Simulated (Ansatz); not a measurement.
# SnSe (SMILES [Se][Sn]) at CCSDTQ/STO-3G

What is the energy change on altering one bond length of SnSe at CCSDTQ/STO-3G? 

Program for the calculation: Ansatz 0.2.0.

53 further runs of the same task are left out: 14 that didn't finish, 39 set aside as unsound or not needed.

## (1) The system as given

SnSe has 2 atoms, charge 0, and is taken as a singlet. SMILES: `[Se][Sn]`. The shape comes from GFN2-xTB, which is rough for such elements, and wasn't checked as a minimum.

Bond lengths: Se1–Sn2 2.338 Å.

## (2) The energy at CCSDTQ/STO-3G

job.yaml

```yaml
crystal:
  periodic: [false, false, false]
  atoms:
    - symbol: Se
      position_ang: [0.000000, 0.000000, 0.000000]
    - symbol: Sn
      position_ang: [0.000000, 0.000000, 2.338340]
basis:
  gaussian:
    orbitals: STO-3G
correlation:
  method: ccsdtq
  frozen_orbitals: {Se: 9, Sn: 18}
accuracy: high
scf:
  omitted_lower_state_checks: [cluster_reference, increment]
```

On the command line:

```
ansatz run job.yaml --threads 1 --pin off --max-ram 2610MiB --events-out events.jsonl --progress --plain --runs-dir runs
```

The log of the run, shortened:

```text
Warning: RAYON_NUM_THREADS=1 ignored (pool sized by the plan → 1); use --threads N
Functional definition: HF
  name "HF"
[...]
711 factors; integrals over basis functions are off by at most 1.0e-8 eV
[...]
mean field -226857.76509085 eV, -8336.8690973725 hartree, gradient 2.8e-8 eV, S^2 0.000000; 0 other end points of the search recorded, 0 dependent functions left out
27 core orbitals not correlated: weight in the atoms' cores, before any rotation towards them, 1.000 or more for the frozen orbitals, at most 0.000 for the correlated occupied ones
reference -226857.76509085 eV, -8336.8690973725 hartree; 15, 15 occupied and 3, 3 virtual orbitals, 711 factors
second order -1.86262596 eV of doubles, -0.00000000 eV of singles
cycle   1  -1.72171647 eV  change    1.4e-1 eV  update   1.9e-1
[...]
cycle  39  -2.27244182 eV  change  -1.7e-11 eV  update   1.1e-9
Total energy: -226860.03753267 eV, -8336.9526080692 hartree
Checks for a lower state left out: cluster_reference, increment
```

Run time: 49 s. Hardware: 1 thread of Arm Neoverse V1, shared host; peak memory 0.46 GiB.

## (3) The distorted shape

run.yaml

```yaml
crystal:
  periodic: [false, false, false]
  atoms:
    - symbol: Se
      position_ang: [0.000000, 0.000000, -0.584560]
    - symbol: Sn
      position_ang: [0.000000, 0.000000, 2.338340]
basis:
  gaussian:
    orbitals: STO-3G
correlation:
  method: ccsdtq
  frozen_orbitals: {Se: 9, Sn: 18}
accuracy: high
scf:
  omitted_lower_state_checks: [cluster_reference, increment]
```

On the command line:

```
ansatz run run.yaml --threads 1 --pin off --max-ram 2610MiB --events-out events.jsonl --progress --plain --runs-dir runs
```

The log of the run, shortened:

```text
Warning: RAYON_NUM_THREADS=1 ignored (pool sized by the plan → 1); use --threads N
Functional definition: HF
  name "HF"
[...]
687 factors; integrals over basis functions are off by at most 9.5e-9 eV
[...]
mean field -226854.33417916 eV, -8336.7430136938 hartree, gradient 9.8e-9 eV, S^2 0.000000; 8 other end points of the search recorded, 0 dependent functions left out; unrestricted orbitals would lower it
27 core orbitals not correlated: weight in the atoms' cores, before any rotation towards them, 1.000 or more for the frozen orbitals, at most 0.000 for the correlated occupied ones
reference -226854.33417916 eV, -8336.7430136938 hartree; 15, 15 occupied and 3, 3 virtual orbitals, 687 factors
second order -2.10109264 eV of doubles, -0.00000000 eV of singles
cycle   1  -1.76155969 eV  change    3.4e-1 eV  update   3.8e-1
[...]
cycle  54  -3.43360216 eV  change   6.3e-12 eV  update   2.0e-9
Total energy: -226857.76778133 eV, -8336.8691962459 hartree
Checks for a lower state left out: cluster_reference, increment
```

Wall time 56 s (1 thread of Arm Neoverse V1, shared host); peak memory 0.46 GiB.

## (4) Results

At CCSDTQ/STO-3G, 27 core orbitals frozen:

| quantity | value |
| --- | --- |
| first shape: total energy | -8336.95261 Eh |
| first shape: correlation energy (27 core orbitals frozen) | -83.5 mEh |
| first shape: T1 diagnostic | 0.020 |
| distorted shape: total energy | -8336.86920 Eh |
| distorted shape: correlation energy (27 core orbitals frozen) | -126.2 mEh |
| distorted shape: T1 diagnostic | 0.083 |
| energy change with the Se1–Sn2 bond stretched from 2.338 to 2.923 Å | 2.270 eV |

With the Se1–Sn2 bond stretched from 2.338 to 2.923 Å the energy rises by 2.27 eV (219 kJ/mol). The first shape isn't relaxed at this level, so the change isn't measured from a minimum. The minimal basis adds a large error of its own. Relativity is left out (first shape) although the molecule holds a heavy atom. The restricted solution (distorted shape) is unstable to spin breaking: an unrestricted one lies lower. Relativity is left out (distorted shape) although the molecule holds a heavy atom.
